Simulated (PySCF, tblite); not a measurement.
# C6H13GeNS: geometry, infrared bands and NMR shifts

Wanted: the infrared bands and NMR shifts of C6H13GeNS (`C=C=C[CH2][Ge@@H]([NH]C)[S]C`), by calculation.

Computed with tblite 0.8.0 and PySCF 2.14.0, with density-fitted response routines of our own, on a single molecule in the gas phase. Atoms count from 0, in the outputs and in this text.

## 1. The starting structure

22 atoms, charge 0, multiplicity 1; geometry from: force field or distance geometry start.

Bonds of the start (Å): C0–C1 1.31, C1–C2 1.30, C2–C3 1.51, C3–Ge4 1.96, Ge4–N5 1.87, N5–C6 1.45, Ge4–S7 2.23, S7–C8 1.81, C0–H9 1.08, C0–H10 1.07, C2–H11 1.08, C3–H12 1.09, C3–H13 1.11, Ge4–H14 1.56, N5–H15 1.05, C6–H16 1.11, C6–H17 1.12, C6–H18 1.10, C8–H19 1.11, C8–H20 1.10, C8–H21 1.11.

## 2. Optimising the geometry with GFN2-xTB

What the job is given:

```
{"job": {"kind": "relax", "xc": "GFN2-xTB", "basis": "xTB"}, "charge": 0, "multiplicity": 1}
C      3.616800     0.392400    -0.802700
C      2.479500    -0.239000    -0.653700
C      1.364400    -0.881900    -0.480700
C      0.096500    -0.379200    -1.133600
Ge    -1.173400     0.156000     0.258500
N     -1.738600    -1.328700     1.240300
C     -2.553300    -2.185400     0.393300
S     -0.208800     1.627800     1.632700
C      0.036800     2.874300     0.336700
H      3.627600     1.472300    -0.716600
H      4.513300    -0.153800    -1.015700
H      1.324400    -1.762500     0.145200
H      0.288200     0.482300    -1.781600
H     -0.341500    -1.200400    -1.738600
H     -2.404900     0.827600    -0.420800
H     -0.878300    -1.861100     1.522400
H     -3.447600    -1.632800     0.041300
H     -2.904300    -3.064800     0.990700
H     -1.970900    -2.563600    -0.464100
H     -0.931100     3.133700    -0.137700
H      0.742700     2.510600    -0.422200
H      0.452200     3.795900     0.799500
```

Started as:

```sh
$ OMP_NUM_THREADS=1 python probes_run.py task.json out
```

The driver reads the jobs from task.json and runs them one after another.

**Question.** This job is followed by: GFN2-xTB harmonic vibrations, gas phase; GIAO PBE0/pcSseg-1 NMR shielding, non-relativistic, gas phase. What will the session give for the following? strongest single infrared mode (GFN2-xTB); zero-point energy (GFN2-xTB); 13C shifts against TMS (PBE0/pcSseg-1); 1H shifts against TMS (PBE0/pcSseg-1, means over atoms taken as alike); 73Ge shifts against GeMe4 (PBE0/pcSseg-1); 15N shifts against NH3 (PBE0/pcSseg-1); 33S shifts against CS2 (PBE0/pcSseg-1).

**Answer**, as computed:

```
                                                              quantity                                                value
                             strongest single infrared mode (GFN2-xTB)                                1739 cm⁻¹, 573 km/mol
                                          zero-point energy (GFN2-xTB)                                       106.4 kcal/mol
                                13C shifts against TMS (PBE0/pcSseg-1)              221.0, 92.3, 79.3, 34.1, 24.2, 12.4 ppm
1H shifts against TMS (PBE0/pcSseg-1, means over atoms taken as alike)  5.65, 5.43, 4.93, 2.86, 2.03, 1.99, 1.83, -0.08 ppm
                             73Ge shifts against GeMe4 (PBE0/pcSseg-1)                                               41 ppm
                                15N shifts against NH3 (PBE0/pcSseg-1)                                             18.8 ppm
                                33S shifts against CS2 (PBE0/pcSseg-1)                                             -192 ppm
```

**Reading.** Over 150 steps the energy fell by 1.014 eV; of the close pairs, C3–Ge4 changed most, 1.959 to 2.042 Å. All 60 modes are real, so the xTB geometry is a minimum. The strongest single mode, at 1739 cm⁻¹, moves mainly H14. GFN2-xTB is a fitted tight-binding method: band positions and strengths are rough. Its intensities can rank the bands wrongly. C1 (central carbon of an allene) lies farthest downfield among carbon, at 221.0 ppm; the central sp carbon of an allene is among the most deshielded carbons of hydrocarbons. At PBE0/pcSseg-1: The largest span, 311 ppm, is at S7, where the paramagnetic term is -365 ppm. Spin-orbit coupling is left out, which matters for shieldings and couplings at and beside the heavy atoms.
